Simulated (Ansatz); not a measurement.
**C8H18N2: how energies converge with the basis set**

Aim: see how fast density functionals converge with the basis set for C8H18N2.

Program: Ansatz 0.2.0, Gaussian basis. Level of theory: one geometry, several basis sets. These are calculated values, not measurements.

Plan: PBE0-D4/def2-SVP; ωB97M-V/def2-SVP; PBE0-D4/def2-QZVPP; ωB97M-V/def2-QZVPP; the functionals' def2-TZVPP values are taken from earlier runs.

## (1) The geometry

An earlier PBE0-D4 in a triple-zeta def2 set relaxation fixed the geometry.

SMILES `CCCC/N=N/CCCC`, 28 atoms, charge 0, spin multiplicity 1.

Atoms are counted from 1 here; the program's logs count them from 0.

Bond lengths: C1–C2 1.518 Å, C1–H11 1.094 Å, C1–H12 1.094 Å, C1–H13 1.092 Å, C2–C3 1.520 Å, C2–H14 1.095 Å, C2–H15 1.096 Å, C3–C4 1.521 Å, C3–H16 1.095 Å, C3–H17 1.095 Å, C4–N5 1.455 Å, C4–H18 1.096 Å, C4–H19 1.095 Å, N5–N6 1.227 Å, N6–C7 1.455 Å, C7–C8 1.519 Å, C7–H20 1.096 Å, C7–H21 1.096 Å and more. Angles: C2–C1–H11 111.2°, C2–C1–H12 111.1°, C2–C1–H13 111.6°, H11–C1–H12 107.5°, H11–C1–H13 107.7°, H12–C1–H13 107.7°, C1–C2–C3 112.6°, C1–C2–H14 109.7°, C1–C2–H15 109.9°, C3–C2–H14 109.4°, C3–C2–H15 109.2°, H14–C2–H15 106.0°, C2–C3–C4 113.5°, C2–C3–H16 109.6°, C2–C3–H17 109.8°, C4–C3–H16 108.3°, C4–C3–H17 108.9°, H16–C3–H17 106.6° and more.

## (2) PBE0-D4 in def2-SVP

Input file in.yaml:

```yaml
crystal:
  periodic: [false, false, false]
  atoms:
    - {symbol: C, position_ang: [-2.061406, -3.351246, 0.205771]}
    - {symbol: C, position_ang: [-1.846670, -1.909570, -0.219527]}
    - {symbol: C, position_ang: [-2.881130, -0.966362, 0.372508]}
    - {symbol: C, position_ang: [-2.707327, 0.477890, -0.070184]}
    - {symbol: N, position_ang: [-1.479382, 1.026345, 0.484945]}
    - {symbol: N, position_ang: [-0.702627, 1.455666, -0.362567]}
    - {symbol: C, position_ang: [0.534221, 1.977322, 0.198005]}
    - {symbol: C, position_ang: [1.710352, 1.152965, -0.297369]}
    - {symbol: C, position_ang: [3.048311, 1.723606, 0.141957]}
    - {symbol: C, position_ang: [4.225052, 0.889878, -0.333863]}
    - {symbol: H, position_ang: [-3.044948, -3.713493, -0.107134]}
    - {symbol: H, position_ang: [-2.004921, -3.453183, 1.293213]}
    - {symbol: H, position_ang: [-1.310040, -4.014158, -0.229084]}
    - {symbol: H, position_ang: [-0.845248, -1.582722, 0.078066]}
    - {symbol: H, position_ang: [-1.875723, -1.835239, -1.312717]}
    - {symbol: H, position_ang: [-3.885663, -1.294912, 0.084578]}
    - {symbol: H, position_ang: [-2.838886, -1.009591, 1.466325]}
    - {symbol: H, position_ang: [-2.706936, 0.569723, -1.162628]}
    - {symbol: H, position_ang: [-3.523341, 1.083252, 0.338638]}
    - {symbol: H, position_ang: [0.633202, 3.005929, -0.166936]}
    - {symbol: H, position_ang: [0.484941, 1.988952, 1.292713]}
    - {symbol: H, position_ang: [1.668564, 1.092623, -1.390079]}
    - {symbol: H, position_ang: [1.605750, 0.127104, 0.074256]}
    - {symbol: H, position_ang: [3.145036, 2.747844, -0.236073]}
    - {symbol: H, position_ang: [3.069487, 1.800559, 1.234912]}
    - {symbol: H, position_ang: [4.244142, 0.822686, -1.425104]}
    - {symbol: H, position_ang: [5.176450, 1.317759, -0.010148]}
    - {symbol: H, position_ang: [4.168729, -0.129619, 0.057513]}
basis:
  gaussian: {orbitals: def2-SVP}
hamiltonian: {xc: pbe0, dispersion: d4}
output: {orbitals: {seedname: orbitals}}
```

On the command line:

```sh
$ ansatz run in.yaml --threads 4 --pin off --events-out ev --progress --plain --max-ram 41984MiB --backend cpu
```

After this run come: ωB97M-V in def2-SVP; PBE0-D4 in def2-QZVPP; ωB97M-V in def2-QZVPP.

Before running them: what should the planned runs give, taken together? Wanted: PBE0-D4: double and triple zeta above quadruple; ωB97M-V: double and triple zeta above quadruple.

As calculated:

| quantity | value |
| --- | --- |
| PBE0-D4: double and triple zeta above quadruple | 13.25, 0.65 eV |
| ωB97M-V: double and triple zeta above quadruple | 13.96, 0.64 eV |

What this shows: For PBE0-D4 the step from double to triple zeta gains 12.59 eV and the next only 0.65 eV. Total energies overstate the basis error of differences, where much of it tends to cancel.
